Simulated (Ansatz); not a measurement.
# C2F4O (trifluoroacetyl fluoride) at MP2/cc-pVDZ

Aim: the energy change on altering one bond length of C2F4O (trifluoroacetyl fluoride) at MP2/cc-pVDZ, from 2 runs. 

The calculation is run with Ansatz 0.2.0.

51 further runs of the same task are left out: 51 set aside as unsound or not needed.

## (1) The molecule

The species is C2F4O (7 atoms), meant as a singlet with charge 0. As SMILES, `O=C(F)C(F)(F)F`. Geometry: relaxed at PBE0-D4/def2-TZVP.

Bond lengths: O1–C2 1.172 Å, C2–F3 1.326 Å, C2–C4 1.542 Å, C4–F5 1.330 Å, C4–F6 1.330 Å, C4–F7 1.318 Å. Angles: O1–C2–F3 124.0°, O1–C2–C4 126.4°, F3–C2–C4 109.5°, C2–C4–F5 109.8°, C2–C4–F6 109.8°, C2–C4–F7 110.2°, F5–C4–F6 108.7°, F5–C4–F7 109.1°, F6–C4–F7 109.1°.

## (2) The energy at MP2/cc-pVDZ

molecule.yaml

```yaml
crystal:
  periodic: [false, false, false]
  atoms:
    - {symbol: O, position_ang: [1.061180, -1.396170, 0.701140]}
    - {symbol: C, position_ang: [0.088980, -0.798110, 0.435150]}
    - {symbol: F, position_ang: [-1.136840, -1.201010, 0.739860]}
    - {symbol: C, position_ang: [0.018150, 0.551850, -0.306440]}
    - {symbol: F, position_ang: [-0.697880, 0.418270, -1.418740]}
    - {symbol: F, position_ang: [-0.564330, 1.461580, 0.468830]}
    - {symbol: F, position_ang: [1.230750, 0.963590, -0.619810]}
basis:
  gaussian:
    orbitals: cc-pVDZ
correlation:
  method: mp2
  frozen_orbitals: {C: 1, F: 1, O: 1}
accuracy: high
```

Started as:

```sh
$ ansatz run molecule.yaml --threads 1 --pin off --max-ram 3480MiB --events-out events.jsonl --progress --plain --runs-dir runs
```

The log of the run:

```text
Warning: RAYON_NUM_THREADS=1 ignored (pool sized by the plan → 1); use --threads N
Functional definition: HF
  name "HF"
  exchange = exact_x
  correlation = 0
2166 factors; integrals over basis functions are off by at most 2.9e-9 eV
mean field evaluation 1: about -14915.0405 eV, gradient 5.8e1 eV
mean field evaluation 2: about -14915.8013 eV, gradient 6.0e1 eV
mean field evaluation 4: about -14922.2070 eV, gradient 4.7e0 eV
mean field evaluation 8: about -14922.3312 eV, gradient 7.7e-1 eV
mean field evaluation 16: about -14922.3341 eV, gradient 9.6e-9 eV
mean field -14922.33410139 eV, -548.3856635047 hartree, gradient 1.6e-8 eV, S^2 0.000000; 0 other end points of the search recorded, 0 dependent functions left out
7 core orbitals not correlated: weight in the atoms' cores, before any rotation towards them, 1.000 or more for the frozen orbitals, at most 0.000 for the correlated occupied ones
reference -14922.33410139 eV, -548.3856635047 hartree; 21, 21 occupied and 70, 70 virtual orbitals, 2166 factors
second order -31.87871227 eV of doubles, -0.00000000 eV of singles
Total energy: -14954.21281365 eV, -549.5571845723 hartree
```

Run time: 3.9 s. Hardware: 1 thread of Arm Neoverse V2, shared host; peak memory 0.31 GiB.

## (3) The distorted shape

input.yaml

```yaml
crystal:
  periodic: [false, false, false]
  atoms:
    - symbol: O
      position_ang: [0.697396, -1.519693, 0.795152]
    - symbol: C
      position_ang: [-0.274804, -0.921633, 0.529162]
    - symbol: F
      position_ang: [-1.500624, -1.324533, 0.833872]
    - symbol: C
      position_ang: [-0.345634, 0.428327, -0.212428]
    - symbol: F
      position_ang: [-1.061664, 0.294747, -1.324728]
    - symbol: F
      position_ang: [-0.928114, 1.338057, 0.562842]
    - symbol: F
      position_ang: [1.230750, 0.963590, -0.619810]
basis:
  gaussian:
    orbitals: cc-pVDZ
correlation:
  method: mp2
  frozen_orbitals: {C: 1, F: 1, O: 1}
accuracy: high
```

Started as:

```sh
$ ansatz run input.yaml --threads 1 --pin off --max-ram 3480MiB --events-out events.jsonl --progress --plain --runs-dir runs
```

The log of the run:

```text
Warning: RAYON_NUM_THREADS=1 ignored (pool sized by the plan → 1); use --threads N
[... 4 set-up lines as earlier in the session ...]
2153 factors; integrals over basis functions are off by at most 2.7e-9 eV
mean field evaluation 1: about -14911.0879 eV, gradient 6.3e1 eV
mean field evaluation 2: about -14911.7451 eV, gradient 6.5e1 eV
mean field evaluation 4: about -14919.9869 eV, gradient 4.9e0 eV
mean field evaluation 8: about -14920.1522 eV, gradient 8.6e-1 eV
mean field evaluation 16: about -14920.1560 eV, gradient 9.4e-9 eV
mean field -14920.15602122 eV, -548.3056205347 hartree, gradient 1.3e-8 eV, S^2 0.000000; 0 other end points of the search recorded, 0 dependent functions left out
7 core orbitals not correlated: weight in the atoms' cores, before any rotation towards them, 1.000 or more for the frozen orbitals, at most 0.000 for the correlated occupied ones
reference -14920.15602122 eV, -548.3056205347 hartree; 21, 21 occupied and 70, 70 virtual orbitals, 2153 factors
second order -32.51009696 eV of doubles, -0.00000000 eV of singles
Total energy: -14952.66611817 eV, -549.5003445618 hartree
```

Wall time 4.2 s (1 thread of Arm Neoverse V2, shared host); peak memory 0.31 GiB.

## (4) What came out

At MP2/cc-pVDZ, 7 core orbitals frozen:

| quantity | value |
| --- | --- |
| first shape: total energy | -549.55718 Eh |
| first shape: correlation energy (7 core orbitals frozen) | -1171.5 mEh |
| distorted shape: total energy | -549.50034 Eh |
| distorted shape: correlation energy (7 core orbitals frozen) | -1194.7 mEh |
| energy change with the C4–F7 bond stretched from 1.318 to 1.714 Å | 1.547 eV |

**Reading.** With the C4–F7 bond stretched from 1.318 to 1.714 Å the energy rises by 1.55 eV (149 kJ/mol). The first shape isn't relaxed at this level, so the change isn't measured from a minimum.
